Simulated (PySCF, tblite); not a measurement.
# C₇H₁₂BP: geometry, infrared bands and NMR shifts

Aim: predict the infrared bands and NMR shifts of C₇H₁₂BP (`[BH3-][P+]1(C=C)C=CCC=C1`).

Programs: tblite 0.8.0 and PySCF 2.14.0, with density-fitted response routines of our own. Each step states its level of theory. These are calculated values for one molecule in the gas phase, unless marked as measured. Atoms are numbered from 0 throughout.

## (1) The molecule as given

21 atoms, charge 0, multiplicity 1; geometry from: force field or distance geometry start.

Bonds of the start (Å): B0–P1 1.88, P1–C2 1.79, C2–C3 1.31, P1–C4 1.82, C4–C5 1.34, C5–C6 1.47, C6–C7 1.48, C7–C8 1.33, C8–P1 1.81, B0–H9 1.20, B0–H10 1.21, B0–H11 1.18, C2–H12 1.08, C3–H13 1.10, C3–H14 1.07, C4–H15 1.08, C5–H16 1.10, C6–H17 1.12, C6–H18 1.12, C7–H19 1.10, C8–H20 1.06.

## (2) Optimising the geometry with GFN2-xTB

Job settings and geometry (Å):

```
{"job": {"kind": "relax", "xc": "GFN2-xTB", "basis": "xTB"}, "charge": 0, "multiplicity": 1}
B      0.897400     1.695600    -0.983000
P      0.659400     0.122200     0.023900
C      2.201800    -0.547700     0.641300
C      2.203400    -1.717000     1.241300
C     -0.416100     0.601300     1.415600
C     -1.724700     0.590900     1.120700
C     -2.281100     0.225100    -0.190300
C     -1.613200    -0.921800    -0.850600
C     -0.300400    -1.130400    -0.854000
H      1.620500     2.455600    -0.395700
H     -0.155300     2.273300    -1.095600
H      1.398400     1.470000    -2.028600
H      3.123700     0.005000     0.525700
H      3.183600    -2.078800     1.597300
H      1.293700    -2.271200     1.383100
H     -0.024600     0.877500     2.384600
H     -2.398600     0.884600     1.940800
H     -2.217600     1.055400    -0.932900
H     -3.385400     0.059500    -0.062800
H     -2.221100    -1.672500    -1.384600
H      0.147500    -1.959800    -1.342000
```

The run is started by

```console
> OMP_NUM_THREADS=1 python probes_run.py task.json out
```

The driver reads the jobs from task.json and runs them one after another.

**Question.** This job is followed by: GFN2-xTB harmonic vibrations, gas phase; GIAO PBE0/pcSseg-1 NMR shielding, non-relativistic, gas phase. Predict these results of the whole session: strongest single infrared mode (GFN2-xTB); zero-point energy (GFN2-xTB); 13C shifts against TMS (PBE0/pcSseg-1, means over atoms taken as alike); 1H shifts against TMS (PBE0/pcSseg-1, means over atoms taken as alike); 11B shifts against BF3·OEt2 (PBE0/pcSseg-1); 31P shifts against H3PO4 (PBE0/pcSseg-1); surface potential, 1st and 99th percentile.

The runs gave:

| quantity | value |
| --- | --- |
| strongest single infrared mode (GFN2-xTB) | 1076 cm⁻¹, 248 km/mol |
| zero-point energy (GFN2-xTB) | 102.7 kcal/mol |
| 13C shifts against TMS (PBE0/pcSseg-1, means over atoms taken as alike) | 147.1, 143.2, 137.9, 127.9, 33.8 ppm |
| 1H shifts against TMS (PBE0/pcSseg-1, means over atoms taken as alike) | 6.89, 6.63, 6.41, 6.33, 5.93, 3.11, 3.08, 0.84 ppm |
| 11B shifts against BF3·OEt2 (PBE0/pcSseg-1) | -46.9 ppm |
| 31P shifts against H3PO4 (PBE0/pcSseg-1) | -32.4 ppm |
| surface potential, 1st and 99th percentile | -1.56 V and 1.16 V |

The optimisation took 137 steps and gained 0.527 eV; among the close pairs (by a distance rule), B0–P1 changed most, from 1.883 to 1.928 Å. All 57 modes are real, so the xTB geometry is a minimum. The strongest single mode, at 1076 cm⁻¹, moves mainly H11, H9 and H10. Unscaled tight-binding wavenumbers are off by several per cent, some by more. Its intensities can rank the bands wrongly. At PBE0/pcSseg-1, counted by nearest atom on the grid, the HOMO lies on P1 15 %; B0 13 %, the LUMO on C2, C3 about 21 % each; C4, C5 about 10 % each.
